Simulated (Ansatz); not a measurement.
# ZrPt3, space group Pm-3m: a check of PAW against all-electron LAPW

Program: the Python package of Ansatz (0.2.0).

Notebook, run cell by cell (the value of a cell's last expression is shown):

```python
import ansatz as az
import numpy as np


def count_gap(report):
    # lowest empty less highest filled band, counting bands; zero where they overlap
    return max(report.get("gap_by_band_count_ev") or 0.0, 0.0)
```

```python
zrpt3 = (
    az.Lattice.of([3.99, 0.0, 0.0], [0.0, 3.99, 0.0], [0.0, 0.0, 3.99])
    .atom("Zr", [0.0, 0.0, 0.0])
    .atom("Pt", [0.0, 0.5, 0.5])
    .atom("Pt", [0.5, 0.0, 0.5])
    .atom("Pt", [0.5, 0.5, 0.0])
)
```

```python
base = (
    zrpt3.calculation()
    .mixing("broyden", beta=0.7)
    .scf(max_iterations=80)
    .occupations("Fermi-Dirac")
    .functional(az.Functional.PBESOL)
    .kpoints(spacing=0.23)
    .stress()
    .forces()
    .band_table()
)
variants = {
    "PAW": base.pseudopotentials("paw"),
    "LAPW": base.pseudopotentials("all_electron", lapw=True),
}
# totals differ by the cores that each treatment holds, so compare what does not depend on them
rows = []
for label, variant in variants.items():
    rep = variant.run(threads=1).report
    levels = np.array(rep["eigenvalues_ev"][0]) - rep["fermi_energy_ev"]
    print(label, "levels at the first k-point near E_F:", np.round(levels[np.abs(levels) < 5], 3))
    rows.append((label, rep["n_electrons"], np.trace(rep["stress_gpa"]) / 3, count_gap(rep)))
print("     treatment  electrons in bands           P GPa  gap by band count eV")
for row in rows:
    print(f"{str(row[0]):>14s}  {row[1]:18.1f}  {row[2]:14.3f}  {row[3]:20.3f}")
```

    DeckWarning: basis.ecutwfc = 420 eV, auto-derived from the records' recommended cutoffs: set by Zr (normal level)
    PAW levels at the first k-point near E_F: [-3.976 -3.976 -3.976 -2.052 -2.052 -1.037 -0.465 -0.465 -0.465  1.533
      1.533  1.533  2.218  2.218  3.88   3.88   3.88 ]
    LAPW levels at the first k-point near E_F: [-3.974 -3.974 -3.974 -2.052 -2.052 -1.033 -0.465 -0.465 -0.465  1.53
      1.53   1.53   2.221  2.221  3.884  3.884  3.884]
         treatment  electrons in bands           P GPa  gap by band count eV
               PAW                66.0           1.346                 0.000
              LAPW               156.0           1.336                 0.000

PAW gives 1.346 GPa and LAPW 1.336 GPa, 0.010 GPa apart. They took 2.5 and 59.8 s of processor time.

Caveats:
- These settings explore the input space; cutoff and mesh may be short of convergence.
- The computed bands are complete only to about 3.3 eV above the Fermi level.
- For a metal this k-point mesh is coarse: on a finer one energies can move by several to tens of meV an atom and pressures by half a GPa or more, differences at one mesh by less.
- A gap by band count of zero or less means overlapping bands, a metal.
- The starting cell is as deposited in a crystallographic database; the results hold for this polymorph, which needn't be the stable one.
- Levels are Kohn-Sham eigenvalues on this mesh, without spin-orbit coupling.
- Warnings are shown shortened and without file and line.
- Pressure is positive in compression; the treatments may keep other shells as core, so totals and counts of electrons can differ.
- It ran for 63 s on 1 thread of Arm Neoverse V1, on a shared host, peak memory 0.77 GiB.
